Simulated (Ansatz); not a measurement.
**SiHBr: one species, many methods**

The task here is to estimate one member of a computed series from the others.

Program: Ansatz 0.2.0, Gaussian basis. Level of theory: functionals in def2-TZVPP, the program's frozen cores in correlated methods. These are calculated values, not measurements.

The runs, in order: LDA (SPW92), PBE-D4, revPBE-D4, BLYP-D4, r2SCAN-D4, B97M-V, PBE0-D4, B3LYP-D4, r2SCANh-D4, r2SCAN0-D4, HSE06-D4, BHLYP-D4, CAM-B3LYP-D4, LC-ωPBE, ωB97X-V, ωB97M-V, B2PLYP, PBE-QIDH; CCSD(T)/def2-SVP; CCSD(T)/def2-TZVPP; CCSD(T)/def2-QZVPP; extrapolation to the limit; RPA on PBE.

## The relaxed structure

The geometry comes from an earlier relaxation with PBE0-D4 in a triple-zeta def2 set; it is a stationary point.

SMILES `[SiH]Br`, 3 atoms, charge 0, spin multiplicity 1.

Atoms are counted from 1 here; the program's logs count them from 0.

Bond lengths: Si1–Br2 2.245 Å, Si1–H3 1.527 Å. Angles: Br2–Si1–H3 94.0°.

Set-up of the first run:

in.yaml reads:

```yaml
crystal:
  periodic: [false, false, false]
  atoms:
    - {symbol: Si, position_ang: [-0.624745, 0.521948, -0.296089]}
    - {symbol: Br, position_ang: [1.340911, 0.401453, 0.781387]}
    - {symbol: H, position_ang: [-0.727066, -0.988301, -0.498598]}
basis:
  gaussian: {orbitals: def2-TZVPP}
hamiltonian: {xc: lda}
output: {orbitals: {seedname: orbitals}}
```

Steps of the session up to this table: LDA; PBE-D4 (GGA); revPBE-D4 (GGA); BLYP-D4 (GGA); r2SCAN-D4 (meta-GGA); B97M-V (meta-GGA); PBE0-D4 (hybrid); B3LYP-D4 (hybrid); r2SCANh-D4 (hybrid); r2SCAN0-D4 (hybrid); HSE06-D4 (hybrid); BHLYP-D4 (hybrid); CAM-B3LYP-D4 (range-separated); LC-ωPBE-D4 (range-separated; the results give it without D4); ωB97X-V (range-separated); ωB97M-V (range-separated); B2PLYP (double hybrid); PBE-QIDH (double hybrid).

One of the session's tables, all rows but one given; the rest of the session is left out.

It belongs to the step «Orbital energies across the functionals». 

| functional | HOMO (eV) | LUMO (eV) | gap (eV) |
| --- | --- | --- | --- |
| LDA (SPW92) | -5.96 | -4.07 | 1.89 |
| PBE-D4 | -5.88 | -3.88 | 2.00 |
| revPBE-D4 | -5.86 | -3.82 | 2.04 |
| BLYP-D4 | -5.76 | -3.72 | 2.04 |
| r2SCAN-D4 | -6.11 | -3.79 | 2.32 |
| B97M-V | -6.19 | -3.73 | 2.46 |
| PBE0-D4 | -6.98 | -3.08 | 3.89 |
| B3LYP-D4 | -6.79 | -3.24 | 3.55 |
| r2SCANh-D4 | -6.51 | -3.49 | 3.03 |
| r2SCAN0-D4 | -7.11 | -3.03 | 4.08 |
| HSE06-D4 | -6.58 | -3.46 | 3.12 |
| BHLYP-D4 | -7.95 | -2.15 | 5.80 |
| CAM-B3LYP-D4 | -8.24 | -1.98 | 6.26 |
| LC-ωPBE | -9.54 | -0.92 | 8.62 |
| ωB97X-V | -9.21 | -0.98 | 8.23 |
| ωB97M-V | ? | ? | ? |

**Question.** Estimate the row for ωB97M-V.

As computed: HOMO (eV): -9.04; LUMO (eV): -1.09; gap (eV): 7.95. In the column «HOMO (eV)» it lies between ωB97X-V (-9.21) and CAM-B3LYP-D4 (-8.24).
